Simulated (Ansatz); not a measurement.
Write the native input for Ansatz 0.2.0 that does the following.

* Task: relaxation of cell and atoms
* Functional: PBEsol
* Dispersion: D3(BJ)-ATM
* Potentials or basis: Ansatz PAW
* Cutoff: 420 eV (not typed: the program's choice for these potentials)
* k mesh: 12 × 12 × 12
* Occupations: fermi-dirac, width 0.05 eV
* Spin: collinear spin, ferromagnetic start
* Starting moments: [2.0, 2.0, 2.0, 2.0, 0.0] μB

Crystal: AlCo4.

```
Co Al
1.0
     1.28934    0.74440    9.97436
    -1.28934    0.74440    9.97436
     0.00000   -1.48880    9.97436
Co Al
4 1
Direct
  0.40114 0.40114 0.40114
  0.79968 0.79968 0.79968
  0.20032 0.20032 0.20032
  0.59886 0.59886 0.59886
  0.00000 0.00000 0.00000
```

The cell comes from a database or a generator and needn't be the stable form of this composition.

These files were run (other wordings do the same):

input.yaml

```yaml
crystal:
  lattice:
    - [1.2893368271, 0.7443989642, 9.9743618604]
    - [-1.2893368271, 0.7443989642, 9.9743618604]
    - [0.0, -1.4887979284, 9.9743618604]
  atoms:
    - { symbol: Co, position: [0.401145, 0.401145, 0.401145], spin: 2.0 }
    - { symbol: Co, position: [0.799679, 0.799679, 0.799679], spin: 2.0 }
    - { symbol: Co, position: [0.200321, 0.200321, 0.200321], spin: 2.0 }
    - { symbol: Co, position: [0.598855, 0.598855, 0.598855], spin: 2.0 }
    - { symbol: Al, position: [0.0, 0.0, 0.0] }
hamiltonian:
  xc: pbesol
  pseudopotentials: { kind: paw }
  dispersion: d3bjatm
magnetization:
  spin_polarized: true
kpoints:
  mp_grid: { grid: [12, 12, 12] }
scf:
  occupations: { method: fermi_dirac, width: 0.05 }
output:
  forces: true
  stress: true
  eigenvalues: true
  write_density: true
  write_potential: true
  elf: true
  volumetric_format: npy
relax:
  f_tol: 0.01
  max_steps: 40
  cell: { stress_tol: 0.05 }
```

Potentials or basis: Ansatz PAW.

Launch:

```bash
$ ansatz run input.yaml --threads 2 --pin off --max-ram 5632MiB --backend cpu --events-out ev --progress --plain --runs-dir out
```

Results of the run:

```json
{"Relaxed volume": "10.74 Å³/atom", "Relaxed cell": "a = 9.878 Å, b = 9.878 Å, c = 9.878 Å, α = 14.65°, β = 14.65°, γ = 14.65°", "Space group after relaxing (to 0.05 Å)": "R-3m (No. 166)", "Energy gained by relaxing": "29.6 meV/atom", "Ionic steps": "8", "Pressure after relaxing": "0.0 GPa", "Band gap on the k mesh": "none (metal or under the smearing width)", "Net moment": "5.45 μB per cell", "Absolute moment": "6.06 μB per cell", "Site moments": "Co +1.20, +1.67; Al -0.05 μB"}
```

Caveat: the plane-wave basis is chosen anew once the cell has moved, so the energies of steps on either side of that aren't comparable; pairwise dispersion overbinds metals, which lowers pressure and volume; the PAW data sets come from PBE, with cores solved anew for the run's functional, which leaves a small shift of forces and pressure.

It took 4.6 min on 2 threads of Intel(R) Xeon(R) 6975P-C (Granite Rapids), on a shared host, peak memory 0.98 GiB.
